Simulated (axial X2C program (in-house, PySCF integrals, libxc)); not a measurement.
# A two-component session on CoB⁻: properties at the nuclei

Aim: properties at the nuclei of CoB⁻, with spin–orbit coupling in the Hamiltonian from the start.

The runs use an in-house X2C program for linear molecules on PySCF integrals; two-component X2C with atomic mean-field terms, Co dyall-acv3z, B dyall-av3z.

All values are calculated.

### Step 1. Set-up

task.json reads:

```json
{
 "zs": [
  27,
  5
 ],
 "q": -1,
 "bas": [
  "dyall-acv3z",
  "dyall-av3z"
 ],
 "r0": 1.96,
 "levels": [
  "PBE0",
  "HF",
  "LDA",
  "B3LYP",
  "r2SCAN"
 ],
 "nst": 3
}
```

Keys: zs atomic numbers; q charge; bas basis sets; r0 starting distance in Å; levels methods (HF also brings MP2); nst determinants followed.

Run with:

```
> python soeom.py task.json out
```

After this run come: Expectation values, lowest determinant; Expectation values, a higher determinant; Expectation values, a higher determinant.

Before running it: what results should come out? Wanted: lowest determinant; Eeff magnitude; Ws magnitude Co; A∥/gI Co; qzz Co; higher determinant (for each run or level that gives them).

**Answer**, as computed:

```
                                        quantity                                                      value
                              lowest determinant                    Ω = 5/2 (excess of +ω over −ω: ω = 5/2)
                    Eeff magnitude (GV/cm), PBE0                                                      0.341
                     Ws magnitude Co (kHz), PBE0                                                     0.0775
                            A∥/gI Co (MHz), PBE0                                                        434
                             qzz Co (a.u.), PBE0                                                      -0.57
                              higher determinant                    Ω = 3/2 (excess of +ω over −ω: ω = 3/2)
Eeff magnitude (GV/cm), PBE0, higher determinant                                                      0.342
 Ws magnitude Co (kHz), PBE0, higher determinant                                                      0.129
        A∥/gI Co (MHz), PBE0, higher determinant                                                        671
         qzz Co (a.u.), PBE0, higher determinant                                                      -0.60
                              higher determinant  Ω = 9/2 (excess of +ω over −ω: ω = 1/2, ω = 3/2, ω = 5/2)
Eeff magnitude (GV/cm), PBE0, higher determinant                                                      0.692
 Ws magnitude Co (kHz), PBE0, higher determinant                                                     0.0743
        A∥/gI Co (MHz), PBE0, higher determinant                                                        428
         qzz Co (a.u.), PBE0, higher determinant                                                      -0.16
```

In words: In the first state, the effective field runs from 0.016 to 0.833 GV/cm over the mean-field levels, so the levels don't agree on it. The expectation values come from single determinants, which for open shells can mix terms of unlike spin or miss the lowest Ω, so a determinant need not be a state. Eeff is the effective electric field on the electron dipole moment in this Ω state and Ws the scalar–pseudoscalar constant (defined with the proton number Z and per Ω); A∥ is the parallel hyperfine constant, which follows by multiplying with the nuclear g factor gI = μI/(I μN); qzz is the electric field gradient, eQq0 = 234.96 MHz × Q/barn × qzz. The operators were transformed with the bare-nucleus X2C matrices.
